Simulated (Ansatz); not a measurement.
# CH₇GaSiZn: basis-set convergence

An exercise on one series of results from a longer session: the logs are not shown, and one member is left open.

Method: one geometry, several basis sets; program: Ansatz 0.2.0, Gaussian basis.

The runs, in order: PBE0-D4/def2-SVP; ωB97M-V/def2-SVP; PBE0-D4/def2-QZVPP; ωB97M-V/def2-QZVPP; the functionals' def2-TZVPP values are taken from earlier runs.

## Structure used throughout

The geometry comes from an earlier relaxation with PBE0-D4 in a triple-zeta def2 set; it is a stationary point, not always the lowest conformer.

SMILES `[SiH3][CH2][Zn][GaH2]`, 11 atoms, charge 0, spin multiplicity 1.

Atoms are counted from 1 here; the program's logs count them from 0.

Bond lengths: Si1–C2 1.855 Å, Si1–H5 1.492 Å, Si1–H6 1.492 Å, Si1–H7 1.492 Å, C2–Zn3 1.967 Å, C2–H8 1.096 Å, C2–H9 1.096 Å, Zn3–Ga4 2.446 Å, Ga4–H10 1.582 Å, Ga4–H11 1.582 Å. Angles: C2–Si1–H5 110.6°, C2–Si1–H6 114.0°, C2–Si1–H7 110.5°, H5–Si1–H6 107.2°, H5–Si1–H7 107.1°, H6–Si1–H7 107.2°, Si1–C2–Zn3 112.7°, Si1–C2–H8 110.0°, Si1–C2–H9 110.0°, Zn3–C2–H8 108.3°, Zn3–C2–H9 108.2°, H8–C2–H9 107.6°, C2–Zn3–Ga4 179.9°, Zn3–Ga4–H10 122.9°, Zn3–Ga4–H11 122.8°, H10–Ga4–H11 114.3°.

Set-up of the first run:

Contents of in.yaml:

```yaml
crystal:
  periodic: [false, false, false]
  atoms:
    - {symbol: Si, position_ang: [-1.285438, 1.363725, 1.057931]}
    - {symbol: C, position_ang: [-0.176692, -0.100155, 1.323667]}
    - {symbol: Zn, position_ang: [0.652915, -0.737379, -0.342471]}
    - {symbol: Ga, position_ang: [1.680873, -1.530862, -2.414810]}
    - {symbol: H, position_ang: [-2.375433, 1.027778, 0.096170]}
    - {symbol: H, position_ang: [-1.936318, 1.866785, 2.302637]}
    - {symbol: H, position_ang: [-0.519144, 2.501159, 0.470757]}
    - {symbol: H, position_ang: [0.621612, 0.158503, 2.028027]}
    - {symbol: H, position_ang: [-0.747374, -0.927333, 1.760042]}
    - {symbol: H, position_ang: [3.054778, -0.968969, -2.961881]}
    - {symbol: H, position_ang: [1.030211, -2.653253, -3.320070]}
basis:
  gaussian: {orbitals: def2-SVP}
hamiltonian: {xc: pbe0, dispersion: d4}
output: {orbitals: {seedname: orbitals}}
```

Run with:

```bash
$ ansatz run in.yaml --threads 2 --pin off --events-out ev --progress --plain --max-ram 22528MiB --backend cpu
```

Among the steps run: PBE0-D4 in def2-SVP; ωB97M-V in def2-SVP; PBE0-D4 in def2-QZVPP; ωB97M-V in def2-QZVPP.

One of the session's tables, all rows but one given; the rest of the session is left out.

It belongs to the step «Density functionals: the series». 

```
functional       basis  HOMO (eV)  LUMO (eV)
   PBE0-D4    def2-SVP      -6.59      -2.24
   PBE0-D4  def2-TZVPP      -6.65      -2.36
   PBE0-D4  def2-QZVPP      -6.65      -2.37
   ωB97M-V    def2-SVP          ?          ?
   ωB97M-V  def2-TZVPP      -8.64      -0.69
   ωB97M-V  def2-QZVPP      -8.65      -0.78
```

Q: Estimate the row for ωB97M-V, def2-SVP from the others.

As computed: HOMO (eV): -8.55; LUMO (eV): -0.48. In the column «HOMO (eV)» it lies between ωB97M-V, def2-TZVPP (-8.64) and PBE0-D4, def2-TZVPP (-6.65).
